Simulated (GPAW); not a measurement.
# PtSe (Fm-3m) in GPAW: settings compared

The runs below take PtSe through relaxation of cell and atoms, with BLYP+D3M(BJ), BLYP+D3(op), BLYP+D3(BJ)+ATM.

Everything below comes from runs of GPAW 26.7.0. Logs are shortened: lines on timing, memory, paths and dates and some standing lists are left out, and cuts for length are marked. The log counts tension as positive stress, the text compression.

**1. The crystal as given**

Symmetry: Fm-3m, No. 225, cubic system. Conventional cell: a = 5.597 Å, b = 5.597 Å, c = 5.597 Å, α = 90.00°, β = 90.00°, γ = 90.00°. Around Pt (site symmetry m-3m) lie 6 Se at 2.80 Å. Se (site symmetry m-3m) is surrounded by 6 Pt at 2.80 Å.

The cell comes from a database or a generator and needn't be the stable form of this composition.

**2. Relaxation of cell and atoms, BLYP+D3M(BJ)**

The input, run.py:

```python
from ase.calculators.mixing import SumCalculator
from ase.filters import FrechetCellFilter
from ase.io import read, write
from ase.optimize import BFGS
from dftd3.ase import DFTD3
from gpaw import GPAW, PW, setup_paths

setup_paths.insert(0, '.')

atoms = read('PtSe.xyz')

calc = GPAW(mode=PW(600),
            xc='BLYP',
            kpts={'size': (8, 8, 8), 'gamma': True},
            occupations={'name': 'fermi-dirac', 'width': 0.05},
            nbands=22,
            convergence={'density': 1e-05, 'forces': 0.0001},
            eigensolver='davidson',
            maxiter=150,
            txt='gpaw.txt')
atoms.calc = SumCalculator([calc, DFTD3(method='blyp', damping='d3bjm')])
opt = BFGS(FrechetCellFilter(atoms), trajectory='relax.traj', logfile='-')
done = opt.run(fmax=0.02, steps=60)
calc.write('gs.gpw')
write('result.traj', atoms)
print('Converged:', done)
print('Cell:', atoms.cell.cellpar().round(4))
print('Volume:', round(atoms.get_volume(), 4))
print(atoms.get_scaled_positions().round(5))
```

The input, PtSe.xyz:

```xyz
2
Lattice="0.0000000000 2.7984111300 2.7984111300 2.7984111300 0.0000000000 2.7984111300 2.7984111300 2.7984111300 0.0000000000" Properties=species:S:1:pos:R:3 pbc="T T T"
Pt     2.7984111300      2.7984111300      2.7984111300
Se     0.0000000000      0.0000000000      0.0000000000
```

Potentials or basis: PAW data sets generated in the run's folder for this functional, pw.

On the command line:

```console
$ gpaw-setup -f BLYP Pt Se
$ OMP_NUM_THREADS=1 python run.py
```

gpaw.txt:

```text
__  _  _
 | _ |_)|_||  |
 |__||  | ||/\| - 26.7.0

Input parameters:
  mode=PW(ecut=600.0),
  convergence={'density': 1e-05, 'forces': 0.0001},
  eigensolver=Davidson(niter=2),
  kpts=MonkhorstPack(size=(8, 8, 8), gamma=True),
  maxiter=150,
  nbands=22,
  occupations=Occupations(name='fermi-dirac', width=0.05),
  xc=XC(name='BLYP')

Diagonalizing LCAO Hamiltonian
Converting LCAO to pw mode

                Pt

       Se

Atoms  # Å, Bohr magnetons
|   | symbol |        x |        y |        z |    initial magnetic moments |
|---|--------|----------|----------|----------|-----------------------------|
| 0 |     Pt | 2.798411 | 2.798411 | 2.798411 | ( 0.0000,  0.0000,  0.0000) |
| 1 |     Se | 0.000000 | 0.000000 | 0.000000 | ( 0.0000,  0.0000,  0.0000) |

Unit cell  # Å
| periodic |        x |        y |        z |  lengths |    angles |
|----------|----------|----------|----------|----------|-----------|
|      yes | 0.000000 | 2.798411 | 2.798411 | 3.957551 | 60.000000 |
|      yes | 2.798411 | 0.000000 | 2.798411 | 3.957551 | 60.000000 |
|      yes | 2.798411 | 2.798411 | 0.000000 | 3.957551 | 60.000000 |

Number of symmetries: 48
Symmetry operations  # r_c * U_cc + t_c -> r_c
|    | kind |            matrix            |
|----|------|------------------------------|
|  0 |  σ   |  1, 0, 0,  1, 0,-1,  1,-1, 0 |
|  1 |  C2  |  1, 0, 0,  1,-1, 0,  1, 0,-1 |
|  2 |  E   |  1, 0, 0,  0, 1, 0,  0, 0, 1 |
|  3 |  σ   |  1, 0, 0,  0, 0, 1,  0, 1, 0 |
|  4 |  C4  |  1, 0,-1,  1, 0, 0,  1,-1, 0 |
|  5 |  S6  |  1, 0,-1,  1,-1, 0,  1, 0, 0 |
|  6 |  σ   |  1, 0,-1,  0, 1,-1,  0, 0,-1 |
|  7 |  C3  |  1, 0,-1,  0, 0,-1,  0, 1,-1 |
|  8 |  S6  |  1,-1, 0,  1, 0, 0,  1, 0,-1 |
|  9 |  C4  |  1,-1, 0,  1, 0,-1,  1, 0, 0 |
| 10 |  C3  |  1,-1, 0,  0,-1, 1,  0,-1, 0 |
| 11 |  σ   |  1,-1, 0,  0,-1, 0,  0,-1, 1 |
| 12 |  σ   |  0, 1, 0,  1, 0, 0,  0, 0, 1 |
| 13 |  C4  |  0, 1, 0,  0, 1,-1, -1, 1, 0 |
| 14 |  C3  |  0, 1, 0,  0, 0, 1,  1, 0, 0 |
| 15 |  S6  |  0, 1, 0, -1, 1, 0,  0, 1,-1 |
| 16 |  C2  |  0, 1,-1,  1, 0,-1,  0, 0,-1 |
| 17 |  σ   |  0, 1,-1,  0, 1, 0, -1, 1, 0 |
| 18 |  S4  |  0, 1,-1,  0, 0,-1,  1, 0,-1 |
| 19 |  C4  |  0, 1,-1, -1, 1, 0,  0, 1, 0 |
| 20 |  C3  |  0, 0, 1,  1, 0, 0,  0, 1, 0 |
| 21 |  σ   |  0, 0, 1,  0, 1, 0,  1, 0, 0 |
[... 149 lines left out ...]
xc functional:
  name: BLYP with 2 nearest neighbor stencil

convergence criteria:
- Maximum integral of absolute [dens]ity change: 1e-05 electrons / valence electron
- Maximum change in the atomic [forces] across last 2 cycles: 0.0001 eV/Ang OR
Maximum error relative to the maximum force is below inf
- Maximum [total energy] change in last 3 cyles: 0.0005 eV / valence electron
- Maximum integral of absolute [eigenst]ate change: 4e-08 eV^2 / valence electron
maximum number of iterations: 150

SCF iterations
|iter     | |      energy | eigst |  dens |force |
|---------|-|-------------|-------|-------|------|
|iter:   1| |   -8.406614 | -0.02 |       |      |
|iter:   2| |   -8.381511 | -2.02 | -1.48 |      |
|iter:   3| |   -8.300435 | -2.23 | -1.51 |      |
|iter:   4| |   -8.296796 | -3.49 | -2.00 |      |
|iter:   5| |   -8.297317c| -3.70 | -2.26 |      |
|iter:   6| |   -8.297237c| -4.79 | -2.90 |      |
|iter:   7| |   -8.297236c| -6.19 | -3.72 |      |
|iter:   8| |   -8.297237c| -7.08 | -4.09 |      |
|iter:   9| |   -8.297237c| -8.08c| -4.84 |      |
|iter:  10| |   -8.297237c| -8.93c| -5.45c|      |
|iter:  11| |   -8.297237c| -9.90c| -6.36c|-23.00c|

Converged in 11 steps
Energy contributions relative to reference atoms: (reference = -566517.610555)

Energy contributions:
  Kinetic:          -8.079901
  Coulomb:           5.560284
  Zero:             -0.608112
  External:          0.000000
  Xc:               -5.164333
  Entropy:          -0.010351
  Spinorbit:         0.000000
  ----------------------------
  Free energy:      -8.302413
  Extrapolated:     -8.297237
[... 28 lines left out ...]
No gap
No difference between direct/indirect transitions

Stress tensor  # eV/Ang^3
|         x |         y |         z |
|-----------|-----------|-----------|
|  0.049626 |  0.000000 | -0.000000 |
|  0.000000 |  0.049626 | -0.000000 |
| -0.000000 | -0.000000 |  0.049626 |

Forces  # eV/Ang
|       x |       y |       z |
|---------|---------|---------|
| 0.00000 | 0.00000 | 0.00000 |  # Pt   0
| 0.00000 | 0.00000 | 0.00000 |  # Se   1

Interpolating wave functions to new cell

                Pt

       Se

Atoms  # Å, Bohr magnetons
|   | symbol |        x |         y |        z |    initial magnetic moments |
|---|--------|----------|-----------|----------|-----------------------------|
| 0 |     Pt | 2.755155 |  2.755155 | 2.755155 | ( 0.0000,  0.0000,  0.0000) |
| 1 |     Se | 0.000000 | -0.000000 | 0.000000 | ( 0.0000,  0.0000,  0.0000) |

Unit cell  # Å
| periodic |         x |         y |        z |  lengths |    angles |
|----------|-----------|-----------|----------|----------|-----------|
|      yes | -0.000000 |  2.755155 | 2.755155 | 3.896378 | 60.000000 |
|      yes |  2.755155 | -0.000000 | 2.755155 | 3.896378 | 60.000000 |
|      yes |  2.755155 |  2.755155 | 0.000000 | 3.896378 | 60.000000 |

Number of symmetries: 48
Symmetry operations  # r_c * U_cc + t_c -> r_c
|    | kind |            matrix            |
|----|------|------------------------------|
|  0 |  σ   |  1, 0, 0,  1, 0,-1,  1,-1, 0 |
|  1 |  C2  |  1, 0, 0,  1,-1, 0,  1, 0,-1 |
|  2 |  E   |  1, 0, 0,  0, 1, 0,  0, 0, 1 |
|  3 |  σ   |  1, 0, 0,  0, 0, 1,  0, 1, 0 |
|  4 |  C4  |  1, 0,-1,  1, 0, 0,  1,-1, 0 |
|  5 |  S6  |  1, 0,-1,  1,-1, 0,  1, 0, 0 |
|  6 |  σ   |  1, 0,-1,  0, 1,-1,  0, 0,-1 |
|  7 |  C3  |  1, 0,-1,  0, 0,-1,  0, 1,-1 |
|  8 |  S6  |  1,-1, 0,  1, 0, 0,  1, 0,-1 |
|  9 |  C4  |  1,-1, 0,  1, 0,-1,  1, 0, 0 |
| 10 |  C3  |  1,-1, 0,  0,-1, 1,  0,-1, 0 |
| 11 |  σ   |  1,-1, 0,  0,-1, 0,  0,-1, 1 |
| 12 |  σ   |  0, 1, 0,  1, 0, 0,  0, 0, 1 |
| 13 |  C4  |  0, 1, 0,  0, 1,-1, -1, 1, 0 |
| 14 |  C3  |  0, 1, 0,  0, 0, 1,  1, 0, 0 |
| 15 |  S6  |  0, 1, 0, -1, 1, 0,  0, 1,-1 |
| 16 |  C2  |  0, 1,-1,  1, 0,-1,  0, 0,-1 |
| 17 |  σ   |  0, 1,-1,  0, 1, 0, -1, 1, 0 |
| 18 |  S4  |  0, 1,-1,  0, 0,-1,  1, 0,-1 |
| 19 |  C4  |  0, 1,-1, -1, 1, 0,  0, 1, 0 |
| 20 |  C3  |  0, 0, 1,  1, 0, 0,  0, 1, 0 |
| 21 |  σ   |  0, 0, 1,  0, 1, 0,  1, 0, 0 |
[... 495 lines left out ...]
No gap
No difference between direct/indirect transitions

Stress tensor  # eV/Ang^3
|         x |         y |         z |
|-----------|-----------|-----------|
| -0.132582 | -0.000000 | -0.000000 |
| -0.000000 | -0.132582 | -0.000000 |
| -0.000000 | -0.000000 | -0.132582 |

Forces  # eV/Ang
|       x |        y |        z |
|---------|----------|----------|
| 0.00000 |  0.00000 | -0.00000 |  # Pt   0
| 0.00000 | -0.00000 |  0.00000 |  # Se   1

Interpolating wave functions to new cell

               Pt

       Se

Atoms  # Å, Bohr magnetons
|   | symbol |         x |         y |         z |    initial magnetic moments |
|---|--------|-----------|-----------|-----------|-----------------------------|
| 0 |     Pt |  2.640140 |  2.640140 |  2.640140 | ( 0.0000,  0.0000,  0.0000) |
| 1 |     Se | -0.000000 | -0.000000 | -0.000000 | ( 0.0000,  0.0000,  0.0000) |

Unit cell  # Å
| periodic |         x |         y |         z |  lengths |    angles |
|----------|-----------|-----------|-----------|----------|-----------|
|      yes | -0.000000 |  2.640140 |  2.640140 | 3.733722 | 60.000000 |
|      yes |  2.640140 | -0.000000 |  2.640140 | 3.733722 | 60.000000 |
|      yes |  2.640140 |  2.640140 | -0.000000 | 3.733722 | 60.000000 |
[... 187 lines left out ...]
SCF iterations
|iter     | |      energy | eigst |  dens |force |
|---------|-|-------------|-------|-------|------|
|iter:   1| |   -8.629714 |       |       |      |
|iter:   2| |   -8.560139 | -3.16 | -1.31 |      |
|iter:   3| |   -8.332223 | -2.19 | -1.35 |      |
|iter:   4| |   -8.331075 | -3.41 | -2.08 |      |
|iter:   5| |   -8.332808c| -3.64 | -2.41 |      |
|iter:   6| |   -8.332818c| -4.36 | -2.81 |      |
|iter:   7| |   -8.332820c| -5.70 | -3.74 |      |
|iter:   8| |   -8.332819c| -6.66 | -3.98 |      |
|iter:   9| |   -8.332819c| -7.96c| -4.87 |      |
|iter:  10| |   -8.332819c| -9.02c| -5.50c|      |
|iter:  11| |   -8.332819c|-10.25c| -6.05c|-24.18c|

Converged in 11 steps
Energy contributions relative to reference atoms: (reference = -566517.610555)

Energy contributions:
  Kinetic:          12.507723
  Coulomb:         -11.720198
  Zero:             -0.613887
  External:          0.000000
  Xc:               -8.503469
  Entropy:          -0.005975
  Spinorbit:         0.000000
  ----------------------------
  Free energy:      -8.335806
  Extrapolated:     -8.332819

dipole moment: (-19.465819, -19.465819, -19.465819)  # |e|*Ang

Fermi level: 9.777
Eigenvalues  # (at kpt = [0.000, 0.000, 0.000])
| band index |      eig [eV] | occ [0-2] |
|------------|---------------|-----------|
|          0 |       -42.616 |     2.000 |
|        ... |               |           |
|          4 |         6.572 |     2.000 |
|          5 |         6.572 |     2.000 |
|          6 |         6.572 |     2.000 |
|          7 |         6.580 |     2.000 |
|          8 |         6.580 |     2.000 |
|          9 |         8.245 |     2.000 |
[... 234 lines left out ...]
SCF iterations
|iter     | |      energy | eigst |  dens |force |
|---------|-|-------------|-------|-------|------|
|iter:   1| |   -8.314850 |       |       |      |
|iter:   2| |   -8.312667 | -4.75 | -2.06 |      |
|iter:   3| |   -8.305685c| -3.69 | -2.11 |      |
|iter:   4| |   -8.305652c| -4.91 | -2.83 |      |
|iter:   5| |   -8.305705c| -5.13 | -3.16 |      |
|iter:   6| |   -8.305713c| -5.80 | -3.56 |      |
|iter:   7| |   -8.305713c| -7.21 | -4.43 |      |
|iter:   8| |   -8.305713c| -8.15c| -4.73 |      |
|iter:   9| |   -8.305713c| -9.49c| -5.65c|      |
|iter:  10| |   -8.305713c|-10.58c| -6.28c|-24.39c|

Converged in 10 steps
Energy contributions relative to reference atoms: (reference = -566517.610555)

Energy contributions:
  Kinetic:          14.290862
  Coulomb:         -13.213877
  Zero:             -0.615147
  External:          0.000000
  Xc:               -8.764647
  Entropy:          -0.005807
  Spinorbit:         0.000000
  ----------------------------
  Free energy:      -8.308617
  Extrapolated:     -8.305713

dipole moment: (-19.390902, -19.390902, -19.390902)  # |e|*Ang

Fermi level: 9.971
Eigenvalues  # (at kpt = [0.000, 0.000, 0.000])
| band index |      eig [eV] | occ [0-2] |
|------------|---------------|-----------|
|          0 |       -42.464 |     2.000 |
|        ... |               |           |
|          4 |         6.699 |     2.000 |
|          5 |         6.699 |     2.000 |
|          6 |         6.699 |     2.000 |
|          7 |         6.712 |     2.000 |
|          8 |         6.712 |     2.000 |
|          9 |         8.416 |     2.000 |
[... 13 lines left out ...]
No gap
No difference between direct/indirect transitions

Stress tensor  # eV/Ang^3
|         x |         y |         z |
|-----------|-----------|-----------|
| -0.069988 |  0.000000 | -0.000000 |
|  0.000000 | -0.069988 | -0.000000 |
| -0.000000 | -0.000000 | -0.069988 |

Forces  # eV/Ang
|       x |       y |        z |
|---------|---------|----------|
| 0.00000 | 0.00000 |  0.00000 |  # Pt   0
| 0.00000 | 0.00000 | -0.00000 |  # Se   1

# Writing to gs.gpw (mode='')
```

It took 95 s on 1 thread of Arm Neoverse V1, shared host; peak memory 0.24 GiB.

Results:

```yaml
Free_energy: -10.8503 eV
Relaxed_volume: 18.19 Å³/atom
Relaxed_cell: a = 3.719 Å, b = 3.719 Å, c = 3.719 Å, α = 60.00°, β = 60.00°, γ = 60.00°
Space_group_after_relaxing_to_0.05_Å: Fm-3m (No. 225)
Energy_gained_by_relaxing: 225.5 meV/atom
Ionic_steps: 5
Pressure_after_relaxing: -0.1 GPa
Band_gap_on_the_k_mesh: none (metal or under the smearing width)
Dispersion_energy_per_atom: -1.271 eV
```

The path:
```
step  energy change (eV)  largest force (eV/Å)  pressure (GPa)  volume (Å³)
   1              0.0000                0.0000          -15.94        43.83
   2             -0.1849                0.0000          -13.48        41.83
   3             -0.4008                0.0000            8.62        34.41
   4             -0.4486                0.0000           -1.66        36.81
   5             -0.4509                0.0000           -0.14        36.39
```

Final structure:
```
CELL_PARAMETERS angstrom
0.00000 2.63006 2.63006
2.63006 0.00000 2.63006
2.63006 2.63006 0.00000
ATOMIC_POSITIONS crystal
Pt 0.50000 0.50000 0.50000
Se 0.00000 0.00000 0.00000
```

Levels at points of the mesh, in eV from the Fermi level:
```
           k point  band 8  band 9  band 10  band 11  band 12  band 13  band 14  band 15
(0.00, 0.00, 0.00)   -3.26   -3.26    -1.56    -1.56    -1.56     1.42    10.26    11.68
(0.50, 0.50, 0.00)   -3.22   -2.78    -1.95    -1.95    -1.33     0.09     8.74    11.70
(0.50, 0.50, 0.50)   -2.29   -2.29    -1.79     2.81     2.81     3.49     6.38     6.38
```

Caveat: later steps reuse the first step's grids; the volume moved by over 15 % at a fixed basis, so the end points are rough; pairwise dispersion overbinds metals, which lowers pressure and volume. The run has no spin-orbit coupling, so splittings on Pt are missing.

**3. Relaxation of cell and atoms, BLYP+D3(op)**

Changes to run.py since step 2:

```diff
@@ -20,3 +20,3 @@
             txt='gpaw.txt')
-atoms.calc = SumCalculator([calc, DFTD3(method='blyp', damping='d3bjm')])
+atoms.calc = SumCalculator([calc, DFTD3(method='blyp', damping='d3op')])
 opt = BFGS(FrechetCellFilter(atoms), trajectory='relax.traj', logfile='-')
```

PtSe.xyz is that of step 2.

Potentials or basis: PAW data sets generated in the run's folder for this functional, pw.

On the command line:

```console
$ gpaw-setup -f BLYP Pt Se
$ OMP_NUM_THREADS=1 python run.py
```

Run time: 94 s. Hardware: 1 thread of Arm Neoverse V1, shared host; peak memory 0.23 GiB.

Results (log left out):

```yaml
Free_energy: -10.2957 eV
Relaxed_volume: 18.64 Å³/atom
Relaxed_cell: a = 3.750 Å, b = 3.750 Å, c = 3.750 Å, α = 60.00°, β = 60.00°, γ = 60.00°
Space_group_after_relaxing_to_0.05_Å: Fm-3m (No. 225)
Energy_gained_by_relaxing: 166.5 meV/atom
Ionic_steps: 5
Pressure_after_relaxing: -0.1 GPa
Band_gap_on_the_k_mesh: none (metal or under the smearing width)
Dispersion_energy_per_atom: -0.967 eV
```

The path:
| step | energy change (eV) | largest force (eV/Å) | pressure (GPa) | volume (Å³) |
| --- | --- | --- | --- | --- |
| 1 | 0.0000 | 0.0000 | -13.74 | 43.83 |
| 2 | -0.1368 | 0.0000 | -11.46 | 42.10 |
| 3 | -0.3077 | 0.0000 | 5.61 | 35.81 |
| 4 | -0.3321 | 0.0000 | -0.99 | 37.55 |
| 5 | -0.3330 | 0.0000 | -0.06 | 37.28 |

Final structure:
```yaml
crystal:
  lattice:
    - [0.00000, 2.65138, 2.65138]
    - [2.65138, 0.00000, 2.65138]
    - [2.65138, 2.65138, 0.00000]
  atoms:
    - { symbol: Pt, position: [0.50000, 0.50000, 0.50000] }
    - { symbol: Se, position: [0.00000, 0.00000, 0.00000] }
```

Levels at points of the mesh, in eV from the Fermi level:
| k point | band 8 | band 9 | band 10 | band 11 | band 12 | band 13 | band 14 | band 15 |
| --- | --- | --- | --- | --- | --- | --- | --- | --- |
| (0.00, 0.00, 0.00) | -3.13 | -3.13 | -1.51 | -1.51 | -1.51 | 1.28 | 10.33 | 11.59 |
| (0.50, 0.50, 0.00) | -3.11 | -2.67 | -1.87 | -1.87 | -1.30 | 0.07 | 8.68 | 11.53 |
| (0.50, 0.50, 0.50) | -2.19 | -2.19 | -1.72 | 2.71 | 2.71 | 3.53 | 6.39 | 6.39 |

Caveat: later steps reuse the first step's grids; pairwise dispersion overbinds metals, which lowers pressure and volume.

(Part 1 of 2 ends here.)
